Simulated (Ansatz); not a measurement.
Born–Oppenheimer molecular dynamics of a periodic cell of 28 atoms, AlZn2SbH12O12 (host AlZn2SbH12O12, host structure P-3). It starts from an unrelaxed structure (largest force component 0.57 eV/Å).

The calculation used DFT PBEsol, scalar-relativistic, plane waves, PAW (Ansatz). Settings: accuracy low, cutoff 420 eV, k mesh 2x2x1, fermi-dirac smearing 0.05 eV, no spin polarisation.

```
ensemble        : NPT, Langevin
time step       : 0.5 fs
steps asked     : 80
set temperature : 1500 K
friction        : 0.05 /fs
pressure        : 20 GPa
seed            : 47329
```

Frames 5 fs apart, positions in Å.

Velocities at 0.0 fs (Å/ps):

```
Al -11.40 -2.90 4.58
Zn -3.88 -5.23 -0.39
Zn 4.68 0.01 4.43
Sb 0.45 -2.90 0.90
H 38.45 52.01 -6.64
H -3.98 -11.08 44.64
H -42.31 52.09 -23.51
H -20.99 -52.05 1.80
H 1.85 28.04 22.69
H -22.65 7.74 -29.77
H -7.62 -72.03 32.45
H -36.72 33.49 29.38
H -5.41 98.67 23.19
H 1.05 -42.92 21.40
H -29.60 -12.57 5.61
H 41.25 -39.08 12.46
O -2.15 19.94 2.93
O 8.44 3.35 -0.38
O -3.98 6.64 -13.84
O 1.29 -1.57 -5.20
O 14.93 6.42 -22.42
O -4.33 2.62 0.89
O -11.61 -4.96 4.44
O -4.88 5.65 1.13
O -4.59 -9.29 -4.51
O 2.65 17.30 -13.82
O 9.78 6.68 8.41
O 12.46 -7.19 2.85
```

```xyz
28
Lattice="5.5641 0.0000 0.0000 -2.7820 4.8186 0.0000 0.0000 0.0000 10.0993" Properties=species:S:1:pos:R:3 time_fs=0.0 energy_less_start_eV=0.000 T=1446
Al 0.000 0.000 0.000
Zn 2.782 1.606 10.038
Zn 0.000 3.212 0.061
Sb 0.000 0.000 5.050
H 0.588 4.197 6.175
H 2.194 0.621 3.925
H 0.559 2.211 6.175
H 2.223 2.608 3.925
H -1.147 3.229 6.175
H 3.929 1.590 3.925
H 1.860 3.444 8.082
H 0.922 1.375 2.017
H -0.730 1.486 8.082
H 3.512 3.333 2.017
H -1.130 4.707 8.082
H 3.912 0.111 2.017
O 1.928 3.361 9.080
O 0.854 1.457 1.019
O -0.835 1.468 9.080
O 3.617 3.351 1.019
O -1.093 4.808 9.080
O 3.875 0.011 1.019
O 1.500 3.762 6.250
O 1.282 1.057 3.849
O -0.274 1.639 6.250
O 3.056 3.180 3.849
O -1.226 4.236 6.250
O 4.008 0.582 3.849
28
Lattice="5.5596 0.0000 0.0000 -2.7798 4.8147 0.0000 0.0000 0.0000 10.0911" Properties=species:S:1:pos:R:3 time_fs=5.0 energy_less_start_eV=1.458 T=958
Al -0.039 -0.029 0.035
Zn 2.775 1.600 10.021
Zn 0.012 3.204 0.074
Sb 0.009 -0.007 5.053
H 0.690 4.338 6.029
H 2.070 0.566 4.041
H 0.344 2.353 6.102
H 2.251 2.460 3.945
H -1.013 3.332 6.209
H 4.005 1.600 3.784
H 1.794 3.219 8.136
H 0.803 1.519 1.983
H -0.738 1.904 8.049
H 3.555 3.247 1.994
H -1.171 4.712 8.000
H 4.050 -0.023 2.004
O 1.918 3.434 9.096
O 0.899 1.492 1.030
O -0.868 1.534 9.007
O 3.606 3.338 0.989
O -1.049 4.828 8.982
O 3.865 0.031 1.037
O 1.453 3.747 6.240
O 1.280 1.080 3.866
O -0.295 1.591 6.234
O 3.064 3.236 3.771
O -1.175 4.301 6.277
O 4.070 0.561 3.858
28
Lattice="5.5403 0.0000 0.0000 -2.7702 4.7980 0.0000 0.0000 0.0000 10.0562" Properties=species:S:1:pos:R:3 time_fs=10.0 energy_less_start_eV=1.994 T=804
Al -0.036 -0.082 0.033
Zn 2.777 1.583 9.960
Zn -0.001 3.166 0.079
Sb 0.026 -0.003 5.048
H 0.627 4.295 5.948
H 2.052 0.427 3.992
H 0.210 2.408 6.036
H 2.503 2.582 4.067
H -0.935 3.354 6.205
H 4.087 1.453 3.712
H 1.753 3.280 8.183
H 0.903 1.602 2.045
H -0.877 1.959 8.039
H 3.551 3.260 1.940
H -1.173 4.802 7.886
H 4.133 -0.077 2.038
O 1.898 3.468 9.100
O 0.937 1.494 1.034
O -0.904 1.588 8.951
O 3.571 3.298 0.965
O -1.033 4.835 8.899
O 3.877 0.050 1.091
O 1.448 3.733 6.176
O 1.284 1.075 3.869
O -0.286 1.571 6.207
O 3.062 3.259 3.692
O -1.150 4.344 6.225
O 4.115 0.543 3.851
28
Lattice="5.5094 0.0000 0.0000 -2.7547 4.7713 0.0000 0.0000 0.0000 10.0001" Properties=species:S:1:pos:R:3 time_fs=15.0 energy_less_start_eV=1.917 T=991
Al -0.026 -0.137 0.021
Zn 2.768 1.582 9.884
Zn -0.028 3.115 0.080
Sb 0.039 0.018 5.022
H 0.696 4.330 5.939
H 2.067 0.529 3.662
H 0.399 2.329 5.918
H 2.619 2.492 4.144
H -1.054 3.461 6.321
H 4.042 1.550 3.655
H 1.766 3.411 8.082
H 1.018 1.491 1.982
H -1.092 1.887 7.930
H 3.483 3.207 2.036
H -1.179 4.797 7.864
H 4.144 -0.047 2.082
O 1.872 3.448 9.085
O 0.987 1.475 1.017
O -0.937 1.651 8.888
O 3.554 3.289 0.988
O -0.991 4.800 8.830
O 3.874 0.077 1.103
O 1.454 3.716 6.103
O 1.265 1.064 3.862
O -0.259 1.600 6.183
O 3.042 3.287 3.629
O -1.129 4.382 6.166
O 4.110 0.509 3.812
28
Lattice="5.4710 0.0000 0.0000 -2.7355 4.7380 0.0000 0.0000 0.0000 9.9304" Properties=species:S:1:pos:R:3 time_fs=20.0 energy_less_start_eV=2.498 T=900
Al -0.002 -0.153 0.002
Zn 2.763 1.571 9.807
Zn -0.042 3.068 0.070
Sb 0.032 0.043 4.991
H 0.689 4.314 6.115
H 2.052 0.618 3.478
H 0.689 2.029 5.917
H 2.646 2.541 4.027
H -1.244 3.353 6.313
H 4.078 1.428 3.631
H 1.764 3.495 8.091
H 1.106 1.147 1.992
H -1.136 1.761 7.853
H 3.268 3.267 2.032
H -1.307 4.783 7.744
H 4.067 0.032 2.018
O 1.846 3.383 9.050
O 1.048 1.480 0.998
O -0.933 1.728 8.809
O 3.550 3.270 1.009
O -0.964 4.722 8.774
O 3.840 0.038 1.045
O 1.467 3.711 6.044
O 1.233 1.100 3.801
O -0.239 1.633 6.164
O 3.022 3.321 3.602
O -1.146 4.393 6.125
O 4.083 0.500 3.759
28
Lattice="5.4271 0.0000 0.0000 -2.7135 4.7000 0.0000 0.0000 0.0000 9.8506" Properties=species:S:1:pos:R:3 time_fs=25.0 energy_less_start_eV=2.610 T=1180
Al 0.024 -0.138 0.008
Zn 2.749 1.545 9.721
Zn -0.050 3.016 0.064
Sb 0.027 0.073 4.958
H 0.585 4.192 6.293
H 2.083 0.731 3.509
H 0.759 1.926 6.210
H 2.502 2.473 3.882
H -1.126 3.365 6.173
H 4.057 1.574 3.469
H 1.615 3.472 8.074
H 1.078 1.020 1.817
H -0.934 1.474 7.774
H 3.148 3.288 1.851
H -1.353 4.672 7.831
H 3.978 0.118 1.960
O 1.826 3.332 8.982
O 1.095 1.499 0.968
O -0.884 1.779 8.757
O 3.536 3.215 0.977
O -0.968 4.630 8.706
O 3.847 0.004 1.012
O 1.477 3.715 5.987
O 1.239 1.121 3.749
O -0.183 1.662 6.107
O 3.038 3.292 3.603
O -1.173 4.342 6.088
O 4.034 0.523 3.688
28
Lattice="5.3762 0.0000 0.0000 -2.6881 4.6559 0.0000 0.0000 0.0000 9.7583" Properties=species:S:1:pos:R:3 time_fs=30.0 energy_less_start_eV=3.021 T=1242
Al 0.038 -0.101 0.014
Zn 2.749 1.528 9.623
Zn -0.059 2.972 0.061
Sb 0.006 0.109 4.920
H 0.608 4.095 6.186
H 2.165 0.775 3.670
H 0.803 1.991 6.332
H 2.254 2.562 3.682
H -1.014 3.312 5.966
H 4.110 1.493 3.339
H 1.394 3.282 7.976
H 1.118 0.860 1.732
H -0.583 1.319 7.689
H 3.232 3.270 2.006
H -1.379 4.463 7.723
H 3.960 0.153 1.986
O 1.802 3.275 8.890
O 1.137 1.503 0.934
O -0.798 1.785 8.677
O 3.539 3.212 0.918
O -0.985 4.556 8.619
O 3.899 -0.069 0.983
O 1.459 3.699 5.951
O 1.214 1.129 3.721
O -0.147 1.696 6.051
O 3.022 3.246 3.572
O -1.181 4.282 6.082
O 3.951 0.551 3.615
28
Lattice="5.3269 0.0000 0.0000 -2.6635 4.6132 0.0000 0.0000 0.0000 9.6688" Properties=species:S:1:pos:R:3 time_fs=35.0 energy_less_start_eV=3.563 T=1250
Al 0.070 -0.061 0.009
Zn 2.732 1.525 9.532
Zn -0.060 2.946 0.087
Sb -0.007 0.140 4.871
H 0.345 4.059 6.070
H 2.148 0.845 3.959
H 0.758 1.979 6.335
H 2.109 2.825 3.571
H -0.889 3.254 5.768
H 4.167 1.452 3.229
H 1.502 3.181 7.853
H 1.232 0.914 1.684
H -0.358 1.514 7.754
H 3.479 3.227 1.777
H -1.293 4.190 7.619
H 3.848 0.148 1.910
O 1.800 3.270 8.765
O 1.152 1.480 0.931
O -0.712 1.715 8.572
O 3.532 3.211 0.881
O -0.998 4.521 8.527
O 3.926 -0.143 0.960
O 1.435 3.684 5.944
O 1.234 1.142 3.695
O -0.140 1.684 6.026
O 2.988 3.197 3.556
O -1.179 4.213 6.086
O 3.878 0.562 3.502
```

Of the whole run (40 fs, mean temperature of the second half 1100 K): The conserved energy stayed within 0.62 meV per atom of its start (net change 0.41 meV per atom), so the integration is sound. The mean temperature of the second half is 27 % below the set value. A run of 0.04 ps of so small a system gives no equilibrium averages. Limits of this set-up: coarse k mesh, low accuracy level. The cell's volume went from 271 to 232 Å³.

Time of the run: 8.1 min on 1 thread of Arm Neoverse V1, with other jobs on the host, peak memory 0.63 GiB.
